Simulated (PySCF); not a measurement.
**BSe: changing the method**

What do other methods print for BSe?

Program: PySCF 2.14.0. Level of theory: each script names its method and basis. These are calculated values, not measurements.

3 further runs of the same task are left out: 3 that didn't finish.

## 1. Starting geometry

BSe: 2 atoms, charge 0, spin multiplicity 2.

Bond lengths: B1–Se2 1.930 Å.

## 2. The base run

input.py reads:

```python
from pyscf import gto, scf, mcscf

mol = gto.M(
    atom='B 0 0 0; Se 0 0 1.93',
    basis='sbkjc',
    ecp={'B': 'sbkjc', 'Se': 'sbkjc'},
    charge=0,
    spin=1,
    symmetry=True,
    verbose=4,
)
mf = scf.ROHF(mol)
mf.kernel()
mc = mcscf.CASCI(mf, 6, 7)
mc.kernel()
mc.analyze()
mf.dip_moment()
print('orbital energies (hartree):', mf.mo_energy[..., max(0, mol.nelec[1]-3):mol.nelec[0]+3].round(4))
```

Run with:

```bash
$ OMP_NUM_THREADS=1 python input.py
```

The log of this run is left out.

It gives: E(SCF) = -11.739807 Eh, 10 cycles, E(CAS) − E(SCF) = -0.03897 Eh, μ = 2.29 D (of the SCF density).

The bond length is a typed value, not an optimised one.

## 3. Olyp (ROKS)

Variant 1 changes functional: none (Hartree–Fock) → olyp; SCF type: ROHF → ROKS; step after the SCF: casci → analyze.

input.py reads:

```python
from pyscf import gto, dft

mol = gto.M(
    atom='B 0 0 0; Se 0 0 1.93',
    basis='sbkjc',
    ecp={'B': 'sbkjc', 'Se': 'sbkjc'},
    charge=0,
    spin=1,
    symmetry=True,
    verbose=4,
)
mf = dft.ROKS(mol, xc='olyp')
mf.kernel()
mf.mulliken_pop()
mf.dip_moment()
print('orbital energies (hartree):', mf.mo_energy[..., max(0, mol.nelec[1]-3):mol.nelec[0]+3].round(4))
```

Run with:

```bash
$ OMP_NUM_THREADS=1 python input.py
```

## 4. Pbe (ROKS)

Variant 2 changes functional: none (Hartree–Fock) → pbe; SCF type: ROHF → ROKS; step after the SCF: casci → analyze.

input.py: that of step 2 with these lines changed.

```diff
@@ -1,2 +1,2 @@
-from pyscf import gto, scf, mcscf
+from pyscf import gto, dft
 
@@ -11,7 +11,5 @@
 )
-mf = scf.ROHF(mol)
+mf = dft.ROKS(mol, xc='pbe')
 mf.kernel()
-mc = mcscf.CASCI(mf, 6, 7)
-mc.kernel()
-mc.analyze()
+mf.mulliken_pop()
 mf.dip_moment()
```

## 5. SCF alone

Variant 3 changes step after the SCF: casci → none.

input.py: that of step 2 with these lines changed.

```diff
@@ -1,2 +1,2 @@
-from pyscf import gto, scf, mcscf
+from pyscf import gto, scf
 
@@ -13,5 +13,2 @@
 mf.kernel()
-mc = mcscf.CASCI(mf, 6, 7)
-mc.kernel()
-mc.analyze()
 mf.dip_moment()
```

## 6. Population analysis

Variant 4 changes step after the SCF: casci → analyze.

input.py: that of step 2 with these lines changed.

```diff
@@ -1,2 +1,2 @@
-from pyscf import gto, scf, mcscf
+from pyscf import gto, scf
 
@@ -13,5 +13,3 @@
 mf.kernel()
-mc = mcscf.CASCI(mf, 6, 7)
-mc.kernel()
-mc.analyze()
+mf.mulliken_pop()
 mf.dip_moment()
```

**Question.** What will these runs give? Wanted: for each run, E(SCF); from base; SCF dipole; after the SCF.

The runs gave:

```tsv
run	E(SCF) (hartree)	from base (eV)	cycles	SCF dipole (D)	after the SCF
base	-11.739807	0	10	2.29	CASCI correlation -1.060 eV
olyp (ROKS)	-12.051151	not comparable	10	0.80	n/a
pbe (ROKS)	-12.057568	not comparable	10	0.80	n/a
SCF alone	-11.739807	0.0000	10	2.29	n/a
population analysis	-11.739807	0.0000	10	2.29	n/a
```

**Reading.** Total energies of different functionals can't be compared with each other; differences within one functional can.
